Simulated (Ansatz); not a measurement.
# Alloy of GaN and ZnO (33 of 48 Ga sites, 33 of 48 N sites exchanged), 96 atoms, part 2 of 3

Ansatz 0.2.0, PAW. Earlier steps stand in the parts before.

### 3 Single point with HSE06

File in.yaml:

```yaml
crystal:
  lattice:
    - [9.741571, 0.000000, 0.000000]
    - [0.000000, 11.164061, 0.000000]
    - [0.000000, 0.000000, 10.454113]
  atoms:
    - { symbol: Zn, position: [0.170368, 0.086522, 0.243665] }
    - { symbol: Zn, position: [0.997368, 0.334655, 0.762679] }
    - { symbol: Zn, position: [0.507398, 0.074729, 0.246955] }
    - { symbol: Zn, position: [0.497115, 0.081290, 0.747331] }
    - { symbol: Zn, position: [0.159496, 0.584477, 0.241669] }
    - { symbol: Zn, position: [0.157837, 0.583695, 0.753767] }
    - { symbol: Zn, position: [0.003345, 0.828416, 0.248930] }
    - { symbol: Zn, position: [0.000341, 0.829314, 0.753328] }
    - { symbol: Zn, position: [0.824181, 0.085985, 0.754394] }
    - { symbol: Zn, position: [0.655484, 0.324863, 0.236694] }
    - { symbol: Zn, position: [0.671622, 0.323607, 0.761612] }
    - { symbol: Zn, position: [0.498999, 0.581538, 0.236082] }
    - { symbol: Zn, position: [0.335293, 0.834955, 0.242916] }
    - { symbol: Zn, position: [0.340408, 0.843021, 0.756770] }
    - { symbol: Zn, position: [0.838655, 0.584376, 0.244476] }
    - { symbol: Zn, position: [0.662771, 0.838810, 0.242274] }
    - { symbol: Zn, position: [0.999205, 0.174436, 0.003364] }
    - { symbol: Zn, position: [0.342261, 0.165058, 0.500775] }
    - { symbol: Zn, position: [0.351408, 0.176108, 0.990003] }
    - { symbol: Zn, position: [0.168175, 0.411721, 0.992675] }
    - { symbol: Zn, position: [0.993487, 0.669240, 0.507221] }
    - { symbol: Zn, position: [0.651337, 0.161194, 0.489537] }
    - { symbol: Zn, position: [0.657838, 0.171196, 0.002881] }
    - { symbol: Zn, position: [0.500425, 0.417607, 0.003581] }
    - { symbol: Zn, position: [0.337394, 0.667554, 0.003278] }
    - { symbol: Zn, position: [0.165701, 0.916801, 0.502147] }
    - { symbol: Zn, position: [0.166206, 0.921268, 0.003878] }
    - { symbol: Zn, position: [0.827402, 0.418662, 0.496717] }
    - { symbol: Zn, position: [0.829164, 0.397067, 0.000727] }
    - { symbol: Zn, position: [0.670161, 0.666738, 0.497668] }
    - { symbol: Zn, position: [0.486135, 0.932397, 0.009879] }
    - { symbol: Zn, position: [0.833573, 0.915805, 0.499146] }
    - { symbol: Zn, position: [0.832764, 0.922111, 0.004471] }
    - { symbol: Ga, position: [0.173176, 0.088461, 0.751390] }
    - { symbol: Ga, position: [0.999230, 0.326290, 0.238897] }
    - { symbol: Ga, position: [0.340192, 0.332719, 0.248497] }
    - { symbol: Ga, position: [0.331604, 0.326174, 0.756909] }
    - { symbol: Ga, position: [0.833631, 0.088975, 0.242232] }
    - { symbol: Ga, position: [0.497890, 0.578701, 0.757151] }
    - { symbol: Ga, position: [0.841777, 0.582045, 0.750956] }
    - { symbol: Ga, position: [0.663005, 0.836844, 0.750713] }
    - { symbol: Ga, position: [0.003401, 0.162781, 0.496747] }
    - { symbol: Ga, position: [0.174477, 0.412063, 0.498799] }
    - { symbol: Ga, position: [0.001948, 0.670312, 0.005687] }
    - { symbol: Ga, position: [0.493653, 0.413615, 0.490263] }
    - { symbol: Ga, position: [0.332295, 0.662828, 0.502864] }
    - { symbol: Ga, position: [0.662068, 0.665589, 0.995362] }
    - { symbol: Ga, position: [0.502257, 0.918524, 0.500482] }
    - { symbol: N, position: [0.999983, 0.165019, 0.197376] }
    - { symbol: N, position: [0.326000, 0.170765, 0.687252] }
    - { symbol: N, position: [0.998607, 0.666439, 0.183791] }
    - { symbol: N, position: [0.995113, 0.664850, 0.691998] }
    - { symbol: N, position: [0.672632, 0.159992, 0.192783] }
    - { symbol: N, position: [0.494887, 0.416966, 0.196214] }
    - { symbol: N, position: [0.497778, 0.908248, 0.188656] }
    - { symbol: N, position: [0.506318, 0.905385, 0.681358] }
    - { symbol: N, position: [0.000598, 0.339245, 0.943475] }
    - { symbol: N, position: [0.492747, 0.071721, 0.435008] }
    - { symbol: N, position: [0.504822, 0.081548, 0.929995] }
    - { symbol: N, position: [0.331293, 0.336572, 0.434902] }
    - { symbol: N, position: [0.334103, 0.344246, 0.932079] }
    - { symbol: N, position: [0.662048, 0.338015, 0.939329] }
    - { symbol: N, position: [0.503042, 0.592170, 0.933502] }
    - { symbol: O, position: [0.004001, 0.162631, 0.678069] }
    - { symbol: O, position: [0.332091, 0.175145, 0.187592] }
    - { symbol: O, position: [0.164278, 0.408249, 0.204199] }
    - { symbol: O, position: [0.171012, 0.414162, 0.678740] }
    - { symbol: O, position: [0.672992, 0.169727, 0.675674] }
    - { symbol: O, position: [0.487576, 0.424715, 0.676394] }
    - { symbol: O, position: [0.328573, 0.663918, 0.195756] }
    - { symbol: O, position: [0.338907, 0.656851, 0.683757] }
    - { symbol: O, position: [0.166005, 0.918301, 0.193002] }
    - { symbol: O, position: [0.163342, 0.925366, 0.693731] }
    - { symbol: O, position: [0.840780, 0.411890, 0.205657] }
    - { symbol: O, position: [0.833816, 0.424714, 0.685545] }
    - { symbol: O, position: [0.670270, 0.665571, 0.175792] }
    - { symbol: O, position: [0.668080, 0.659799, 0.695201] }
    - { symbol: O, position: [0.838186, 0.922547, 0.196563] }
    - { symbol: O, position: [0.825799, 0.911740, 0.691035] }
    - { symbol: O, position: [0.158975, 0.083565, 0.442078] }
    - { symbol: O, position: [0.161168, 0.082385, 0.929076] }
    - { symbol: O, position: [0.007462, 0.330550, 0.442010] }
    - { symbol: O, position: [0.173478, 0.578572, 0.447585] }
    - { symbol: O, position: [0.159369, 0.592897, 0.942223] }
    - { symbol: O, position: [0.000924, 0.834346, 0.441435] }
    - { symbol: O, position: [0.998379, 0.830057, 0.944264] }
    - { symbol: O, position: [0.843567, 0.087248, 0.437889] }
    - { symbol: O, position: [0.840674, 0.080216, 0.935895] }
    - { symbol: O, position: [0.657957, 0.340031, 0.447649] }
    - { symbol: O, position: [0.494430, 0.583843, 0.450090] }
    - { symbol: O, position: [0.333753, 0.821884, 0.450657] }
    - { symbol: O, position: [0.322963, 0.832240, 0.938588] }
    - { symbol: O, position: [0.831091, 0.583929, 0.436263] }
    - { symbol: O, position: [0.834282, 0.597718, 0.934410] }
    - { symbol: O, position: [0.664699, 0.831871, 0.440781] }
    - { symbol: O, position: [0.680938, 0.823085, 0.928970] }
kpoints:
  mp_grid: { grid: [1, 1, 1] }
hamiltonian:
  xc: hse06
scf:
  occupations: { method: fermi_dirac, width: 0.01 }
output:
  forces: true
  eigenvalues: true
  populations: true
  eigenstates: { kpoints: [[0, 0, 0]], e_range: [-6.0, 6.0], localisation: true }
```

Command:

```bash
$ ansatz run in.yaml --threads 4 --pin off --max-ram 42750MiB --runs-dir r --events-out ev --progress --plain --backend cuda --devices 0, --max-vram 37GiB
```

What it wrote:

```text
Pseudopotentials: kind: paw
Functional definition: HSE06
  parameter a = 0.25
  parameter omega = 0.11/bohr
  exchange = pbe_x - a*pbe_x_sr(omega) + a*exact_x_sr(omega)
  correlation = pbe_c
Crystal: 96 atoms, lattice volume = 1136.942 Å³
Basis set: ecut = 420 eV, 22227 PW (Γ), exchange–correlation on 144×150×144 points (8 copies of the dense FFT grid, shifted against one another)
Bands: 528, of which v1, the nominal top of the filled ones, is band 432 counted from 1 (431 counted from 0)
Symmetry: 1 space group operations
Space group: P1 (ITA 1), of the structure as read, at distance tolerance 1.0e-4 Å
k-points: 1
Non-local potential: Zn, projectors of the file, l = 0: 2, l = 1: 2, l = 2: 3, l = 3: 1
Non-local potential: Ga, projectors of the file, l = 0: 2, l = 1: 2, l = 2: 3, l = 3: 1
Non-local potential: N, projectors of the file, l = 0: 2, l = 1: 2, l = 2: 1
Non-local potential: O, projectors of the file, l = 0: 2, l = 1: 2, l = 2: 1
PAW form: soft (Blöchl's): semilocal exchange-correlation on the pseudo side does not see the compensation charge
PAW frozen core: Zn, regenerated for the run's functional, and the local potential with it (the file was generated under x = pbe(κ = 0.804, μ = 0.2195149727645171), c = pbe(β = 0.06672455060314922))
PAW frozen core: Ga, regenerated for the run's functional, and the local potential with it (the file was generated under x = pbe(κ = 0.804, μ = 0.2195149727645171), c = pbe(β = 0.06672455060314922))
PAW frozen core: N, regenerated for the run's functional, and the local potential with it (the file was generated under x = pbe(κ = 0.804, μ = 0.2195149727645171), c = pbe(β = 0.06672455060314922))
PAW frozen core: O, regenerated for the run's functional, and the local potential with it (the file was generated under x = pbe(κ = 0.804, μ = 0.2195149727645171), c = pbe(β = 0.06672455060314922))
PAW one-centre angular grid: Zn, 590 points (default); XC on 64 Gauss nodes
PAW one-centre angular grid: Ga, 590 points (default); XC on 64 Gauss nodes
PAW one-centre angular grid: N, 110 points (default); XC on 64 Gauss nodes
PAW one-centre angular grid: O, 110 points (default); XC on 96 Gauss nodes
Initial density: superposition of atomic densities (neutral atoms: chi_scale 0, normalization atom), corrected by the library's trained network
Initial wavefunctions: pseudopotential atomic-orbital guess
Functional: x = pbe(κ = 0.804, μ = 0.2195149727645171), c = pbe(β = 0.06672455060314922), warm-up for x = pbe(κ = 0.804, μ = 0.2195149727645171) + 0.25 (exact − pbe) at short range (hse, ω = 0.20786987370883472 Å⁻¹), c = pbe(β = 0.06672455060314922); HSE06 as pw.x's `hse` composes it (authors' and Libxc's form: `xc: wpbeh`)
SCF iter   1: F=—  HF=-190773.920661 eV  |F-HF|=—  |Δ(HF+E_count)|=         —  Δρ=1.34e-2  dr2=5.06e0  ethr=1.77e-3  ⟨swp⟩=7.0  Hψ=2385  notcnv=0
preconditioner: auto → none  [insulator: Δε(μ)=0.127 eV  Ē_g=13.796 eV  σ=0.010 eV  W_gap=1.00  n_scr=336 (ndim 8)  ℏωp=32.4 eV  f_vac=0.023  D(μ)=0.68/eV (n_scr^D=0)]
SCF iter   2: F=—  HF=-190780.304026 eV  |F-HF|=—  |Δ(HF+E_count)|=    6.38e0  Δρ=3.42e-2  dr2=3.87e1  ethr=5.86e-4  ⟨swp⟩=7.0  Hψ=1642  notcnv=0  recentre
SCF iter   3: F=—  HF=-190773.906161 eV  |F-HF|=—  |Δ(HF+E_count)|=    6.40e0  Δρ=1.36e-2  dr2=4.23e0  ethr=5.86e-4  ⟨swp⟩=20.0  Hψ=1509  notcnv=1  defer=2
SCF iter   4: F=—  HF=-190773.843444 eV  |F-HF|=—  |Δ(HF+E_count)|=   6.27e-2  Δρ=1.00e-2  dr2=3.28e0  ethr=4.90e-4  ⟨swp⟩=15.0  Hψ=1095  notcnv=0  defer=1
SCF iter   5: F=—  HF=-190773.763373 eV  |F-HF|=—  |Δ(HF+E_count)|=   8.01e-2  Δρ=1.01e-2  dr2=2.44e0  ethr=3.80e-4  ⟨swp⟩=6.0  Hψ=1091  notcnv=0  defer=1
SCF iter   6: F=—  HF=-190773.624022 eV  |F-HF|=—  |Δ(HF+E_count)|=   1.39e-1  Δρ=7.52e-3  dr2=1.21e0  ethr=2.82e-4  ⟨swp⟩=6.0  Hψ=1097  notcnv=0  defer=1
SCF iter   7: F=—  HF=-190773.654316 eV  |F-HF|=—  |Δ(HF+E_count)|=   3.03e-2  Δρ=1.10e-2  dr2=2.93e0  ethr=1.39e-4  ⟨swp⟩=7.0  Hψ=1157  notcnv=0  defer=3  recentre
SCF iter   8: F=—  HF=-190773.580409 eV  |F-HF|=—  |Δ(HF+E_count)|=   7.39e-2  Δρ=5.44e-3  dr2=6.87e-1  ethr=1.39e-4  ⟨swp⟩=5.0  Hψ=1082  notcnv=0
SCF iter   9: F=—  HF=-190773.557771 eV  |F-HF|=—  |Δ(HF+E_count)|=   2.26e-2  Δρ=1.93e-3  dr2=9.29e-2  ethr=7.95e-5  ⟨swp⟩=6.0  Hψ=1077  notcnv=0
SCF iter  10: F=—  HF=-190773.566694 eV  |F-HF|=—  |Δ(HF+E_count)|=   8.92e-3  Δρ=5.96e-3  dr2=8.53e-1  ethr=1.08e-5  ⟨swp⟩=11.0  Hψ=1169  notcnv=0  defer=8  recentre
SCF iter  11: F=—  HF=-190773.573487 eV  |F-HF|=—  |Δ(HF+E_count)|=   6.79e-3  Δρ=4.49e-3  dr2=5.25e-1  ethr=1.08e-5  ⟨swp⟩=7.0  Hψ=1157  notcnv=0  defer=4
SCF iter  12: F=—  HF=-190773.558968 eV  |F-HF|=—  |Δ(HF+E_count)|=   1.45e-2  Δρ=3.18e-3  dr2=2.32e-1  ethr=1.08e-5  ⟨swp⟩=15.0  Hψ=1116  notcnv=0  defer=1
SCF iter  13: F=—  HF=-190773.555474 eV  |F-HF|=—  |Δ(HF+E_count)|=   3.49e-3  Δρ=1.08e-3  dr2=3.08e-2  ethr=1.08e-5  ⟨swp⟩=5.0  Hψ=1063  notcnv=0  defer=1
SCF iter  14: F=—  HF=-190773.555187 eV  |F-HF|=—  |Δ(HF+E_count)|=   2.87e-4  Δρ=5.07e-4  dr2=7.26e-3  ethr=3.57e-6  ⟨swp⟩=5.0  Hψ=1027  notcnv=0  defer=8
iter 15 solved again at ethr=1.85e-8 eV; its pass at ethr=8.40e-7 eV (dr2=1.60e-4 eV) is discarded
SCF iter  15: F=—  HF=-190773.554871 eV  |F-HF|=—  |Δ(HF+E_count)|=   3.16e-4  Δρ=1.13e-4  dr2=1.53e-4  ethr=1.85e-8  ⟨swp⟩=5.0  Hψ=2085  notcnv=0  defer=2
SCF iter  16: F=—  HF=-190773.554883 eV  |F-HF|=—  |Δ(HF+E_count)|=   1.16e-5  Δρ=1.76e-4  dr2=7.95e-4  ethr=1.77e-8  ⟨swp⟩=5.0  Hψ=1005  notcnv=0  defer=2  recentre
SCF iter  17: F=—  HF=-190773.554859 eV  |F-HF|=—  |Δ(HF+E_count)|=   2.38e-5  Δρ=8.67e-5  dr2=1.86e-4  ethr=1.77e-8  ⟨swp⟩=6.0  Hψ=988  notcnv=0  defer=1
SCF iter  18: F=—  HF=-190773.554854 eV  |F-HF|=—  |Δ(HF+E_count)|=   4.86e-6  Δρ=6.09e-5  dr2=7.78e-5  ethr=1.77e-8  ⟨swp⟩=4.0  Hψ=966  notcnv=0  defer=1
SCF iter  19: F=—  HF=-190773.554853 eV  |F-HF|=—  |Δ(HF+E_count)|=   1.52e-6  Δρ=1.60e-5  dr2=4.83e-6  ethr=9.01e-9  ⟨swp⟩=2.0  Hψ=961  notcnv=0
the semilocal start has a gap of 0.018 eV: under exact exchange another state, often on complex orbitals, can lie lower than the one that it leads to. A single point with scf.lower_state_search: full and scf.eigensolver.gamma_real: false can look for it
Initial density: handed on by an earlier stage of this run
Initial wavefunctions: those handed on with the density
Functional: x = pbe(κ = 0.804, μ = 0.2195149727645171) + 0.25 (exact − pbe) at short range (hse, ω = 0.20786987370883472 Å⁻¹), c = pbe(β = 0.06672455060314922); HSE06 as pw.x's `hse` composes it (authors' and Libxc's form: `xc: wpbeh`)
Exchange kernel: α = 0.2500, screened, ω = 0.2079 Å⁻¹, Wigner–Seitz truncation, v(0) = 923.8088 eV·Å³, q-mesh 1×1×1, nearest image of the exchange supercell L = 9.74 Å, pair-density grid 48×54×50, without the augmentation charges, whose exchange is taken in its separable form (sized by the pseudopotential files, 72×75×72 at the most), smooth part of the exact exchange by density-matrix convolution [...]
Frozen-core exchange: fock
[... from here the SCF cycle lines were not kept, up to the last twenty ...]
preconditioner: auto → none  [insulator: Δε(μ)=0.943 eV  Ē_g=16.807 eV  σ=0.010 eV  W_gap=1.00  n_scr=336 (ndim 8)  ℏωp=32.4 eV  f_vac=0.022  D(μ)=0.00/eV (n_scr^D=0)]
hybrid outer 1: dexx = +7.760e-1 eV, tail = 1.39e0 eV
preconditioner: auto → none  [insulator: Δε(μ)=0.526 eV  Ē_g=16.566 eV  σ=0.010 eV  W_gap=1.00  n_scr=336 (ndim 8)  ℏωp=32.4 eV  f_vac=0.031  D(μ)=0.00/eV (n_scr^D=0)]
hybrid outer 2: dexx = +2.598e-2 eV, tail = 8.24e-3 eV, Δε = 2.06e-1 eV (about 4.32e-2 eV left of the loop's levels), ΔF = 2.05e-1 eV/Å (tail 1.75e-1)
preconditioner: auto → none  [insulator: Δε(μ)=0.481 eV  Ē_g=16.547 eV  σ=0.010 eV  W_gap=1.00  n_scr=336 (ndim 8)  ℏωp=32.4 eV  f_vac=0.032  D(μ)=0.00/eV (n_scr^D=0)]
SCF iter   4: F=—  HF=-190774.628904 eV  |F-HF|=—  |Δ(HF+E_count)|=   8.46e-3  Δρ=2.65e-4  dr2=5.75e-4  ethr=6.54e-9  ⟨swp⟩=7.0  Hψ=1995  notcnv=0  defer=2
SCF iter   5: F=—  HF=-190774.628784 eV  |F-HF|=—  |Δ(HF+E_count)|=   1.20e-4  Δρ=9.56e-5  dr2=2.12e-4  ethr=6.54e-9  ⟨swp⟩=4.0  Hψ=1328  notcnv=0
SCF iter   6: F=—  HF=-190774.628765 eV  |F-HF|=—  |Δ(HF+E_count)|=   1.95e-5  Δρ=3.18e-5  dr2=1.41e-4  ethr=6.54e-9  ⟨swp⟩=4.0  Hψ=1060  notcnv=0
SCF iter   7: F=—  HF=-190774.629193 eV  |F-HF|=—  |Δ(HF+E_count)|=   4.29e-4  Δρ=9.36e-5  dr2=7.07e-5  ethr=8.36e-10  ⟨swp⟩=13.0  Hψ=1898  notcnv=0
SCF iter   8: F=—  HF=-190774.629177 eV  |F-HF|=—  |Δ(HF+E_count)|=   1.63e-5  Δρ=1.28e-5  dr2=2.07e-5  ethr=8.36e-10  ⟨swp⟩=4.0  Hψ=1219  notcnv=0
Mixer restart at iter 8: flushing history
SCF iter   9: F=—  HF=-190774.629237 eV  |F-HF|=—  |Δ(HF+E_count)|=   5.97e-5  Δρ=3.63e-5  dr2=1.05e-5  ethr=1.24e-10  ⟨swp⟩=10.0  Hψ=1749  notcnv=0  defer=9
SCF iter  10: F=—  HF=-190774.629245 eV  |F-HF|=—  |Δ(HF+E_count)|=   8.34e-6  Δρ=2.76e-5  dr2=3.79e-6  ethr=1.24e-10  ⟨swp⟩=10.0  Hψ=1445  notcnv=0  defer=11
SCF iter  11: F=—  HF=-190774.629245 eV  |F-HF|=—  |Δ(HF+E_count)|=   1.28e-7  Δρ=1.22e-5  dr2=3.20e-6  ethr=1.24e-10  ⟨swp⟩=9.0  Hψ=1423  notcnv=0  defer=11
SCF iter  12: F=-190774.629244 eV  HF=-190774.629244 eV  |F-HF|=2.25e-7  |Δ(HF+E_count)|=   8.93e-7  Δρ=3.74e-6  dr2=2.98e-7  ethr=1.24e-10  ⟨swp⟩=7.0  Hψ=1251  notcnv=0  defer=11
SCF 4 stopped early in 12 iterations: F = -190774.629244 eV  dr2 = 2.98e-7
  Residual-converged pass: ⟨swp⟩=3.0  Hψ=1063  notcnv=0  max |occ|·‖R‖ = 5.4e-6 eV (tolerance 6.7e-6 eV)  dr2=3.02e-7  dr2_onsite=8.53e-9  max |Δocc| = 3.9e-19
hybrid outer 3: dexx = +5.455e-3 eV, tail = 8.81e-6 eV, Δε = 5.34e-2 eV (about 1.42e-3 eV left of the loop's levels), ΔF = 7.57e-2 eV/Å (tail 6.31e-3)
SCF iter   1: F=—  HF=-190774.629338 eV  |F-HF|=—  |Δ(HF+E_count)|=         —  Δρ=9.15e-6  dr2=6.51e-7  ethr=5.10e-9  ⟨swp⟩=20.0  Hψ=1445  notcnv=3
preconditioner: auto → none  [insulator: Δε(μ)=0.484 eV  Ē_g=16.545 eV  σ=0.010 eV  W_gap=1.00  n_scr=336 (ndim 8)  ℏωp=32.4 eV  f_vac=0.032  D(μ)=0.00/eV (n_scr^D=0)]
SCF iter   2: F=—  HF=-190774.629338 eV  |F-HF|=—  |Δ(HF+E_count)|=   3.77e-7  Δρ=6.12e-6  dr2=1.90e-7  ethr=5.60e-11  ⟨swp⟩=7.0  Hψ=1348  notcnv=0  defer=11
SCF iter   3: F=—  HF=-190774.629338 eV  |F-HF|=—  |Δ(HF+E_count)|=   1.18e-8  Δρ=2.11e-6  dr2=6.49e-8  ethr=2.03e-11  ⟨swp⟩=9.0  Hψ=1308  notcnv=0  defer=8
SCF iter   4: F=—  HF=-190774.629338 eV  |F-HF|=—  |Δ(HF+E_count)|=   1.96e-8  Δρ=7.36e-7  dr2=8.31e-9  ethr=7.07e-12  ⟨swp⟩=7.0  Hψ=1166  notcnv=0  defer=9
SCF iter   5: F=-190774.629338 eV  HF=-190774.629338 eV  |F-HF|=3.49e-10  |Δ(HF+E_count)|=   1.75e-9  Δρ=2.41e-7  dr2=3.84e-10  ethr=2.14e-12 (applied; sched 1.00e-12)  ⟨swp⟩=14.0  Hψ=1027  notcnv=0
SCF 5 converged in 5 iterations: F = -190774.629338 eV  dr2 = 3.84e-10
  Residual-converged pass: ⟨swp⟩=4.0  Hψ=1394  notcnv=0  max |occ|·‖R‖ = 2.2e-7 eV (tolerance 2.7e-7 eV)  dr2=4.01e-10  dr2_onsite=1.30e-10  max |Δocc| = 3.1e-20
hybrid outer 4: dexx = +7.274e-7 eV, tail = 5.37e-9 eV, Δε = 7.64e-4 eV (about 3.10e-5 eV left of the loop's levels), ΔF = 8.43e-3 eV/Å (tail 9.92e-4)
NSCF: frozen V_eff on 1 k-points
hybrid SCF converged: 4 outer / 35 inner (+28 warm-up), last move |dexx| = 7.27e-7 eV, tail = 5.37e-9 eV
Stability not checked: this state was not tested for a lower state beside it, because the functional holds exact exchange (a hybrid, or Hartree-Fock), whose exchange loop this test does not read (fock_operator; see scf.lower_state_search)
Free energy (F): -190774.629338 eV
Harris-Foulkes:  -190774.629338 eV  (|F-HF|=3.49e-10)
Internal energy: -190774.629338 eV  (E = F + TS)
E sigma→0 (E₀):  -190774.629338 eV
Fermi energy:    8.858629 eV
--- Per-component energies (eV) ---
  E_band       = -1002.528887
  E_kinetic    = 13817.481351
  E_local      = -96408.279658  (includes V_loc(G=0)·N_el)
  E_nonlocal   = 29226.641165
  E_hartree    = 41267.164114
  E_xc         = -7066.201348
  E_vxc        = -5414.746566  (∫ρ·V_xc dr)
  E_exx        = -2952.297754  (= α·E_x^exact, valence–valence)
  E_paw        = -96447.553095  (= ΣΔE_a)
  E_vpaw       = -18853.428015  (= ΣTr[D̂ρ^β])
  E_aug_tail   = 0.067986  (compensation charges beyond the density's cutoff)
  E_ewald      = -72233.265815
  E_core_change = 21.613718  (= ΣΔE_core)
  E_smearing   = -0.000000  (= −TS)
  E_closure    = -0.000002  (closes the sum)
  Σ components = -190774.629338   (vs F -190774.629338, Δ=-2.91e-11)
--- Forces (eV/Å), atoms counted from 1 ---
  atom   1  Zn     0.12655110    -0.01503407    -0.04956193
  atom   2  Zn    -0.00984091    -0.01517142     0.08894260
[... 47 atoms left out ...]
  atom  50  N     -0.40972398     0.19133971     0.08490618
[... 2 atoms left out ...]
  atom  53  N      0.52442428    -0.07525887     0.39997768
[... 2 atoms left out ...]
  atom  56  N      0.28143789    -0.39250009    -0.26485738
[... 4 atoms left out ...]
  atom  61  N     -0.22873373     0.00993560    -0.48852479
[... 1 atom left out ...]
  atom  63  N      0.28745057     0.29585907    -0.31438199
[... 10 atoms left out ...]
  atom  74  O      0.43445478    -0.02533279     0.18056148
[... 5 atoms left out ...]
  atom  80  O     -0.41580175     0.11391964     0.17104824
[... 15 atoms left out ...]
  atom  96  O      0.11642334    -0.34971337    -0.25039053
  max |Σ_I F_I| component: 5.72e-4 eV/Å
--- Band table (eV) ---
  k-point 0: bands = [... 420 lower levels ..., "7.1171", "7.1852", "7.2123", "7.3816", "7.5806", "7.6335", "7.8492", "7.9759", "8.0496", "8.3784", "8.5486", "8.6168", "9.1004", "11.3431", "11.4842", "11.6730", "11.7937", "12.0571", "12.1871", "12.7735", "12.7902", "12.8282", "12.9201", "12.9318", ... 84 higher levels ...]
--- Löwdin populations: 96 sites ---
  site symbol       q [e]
     0     Zn     10.5059
     1     Zn     10.5497
[... 94 atoms left out ...]
  spilling = 0.007232 (of n_electrons = 864.000000)
```

Run time: 65 s. Hardware: 1 × NVIDIA H100 80GB HBM3 with 4 threads of AMD EPYC 7R13, shared host; peak host memory 4.4 GiB.

The semilocal start had a very small gap; under exact exchange a lower state may exist.

Top filled level 8.617 eV, lowest empty level 9.100 eV: 0.48 eV apart at the Γ point alone.

Frontier states and how far they spread:

```
level (eV)  spin  filling  atoms sharing it  main element  its share  largest atom
     -0.57  both     2.00              14.0             N       0.63    N59 (0.16)
     -0.24  both     2.00              10.6             N       0.65    N59 (0.24)
     -0.07  both     2.00              10.9             N       0.63    N62 (0.21)
      0.00  both     2.00               8.4             N       0.66    N62 (0.24)
      0.48  both     0.00              84.2             O       0.36             –
```

The largest force by HSE06 is 0.66 eV/Å, on N53: the geometry is not this level's minimum.

[end of part 2 of 3]
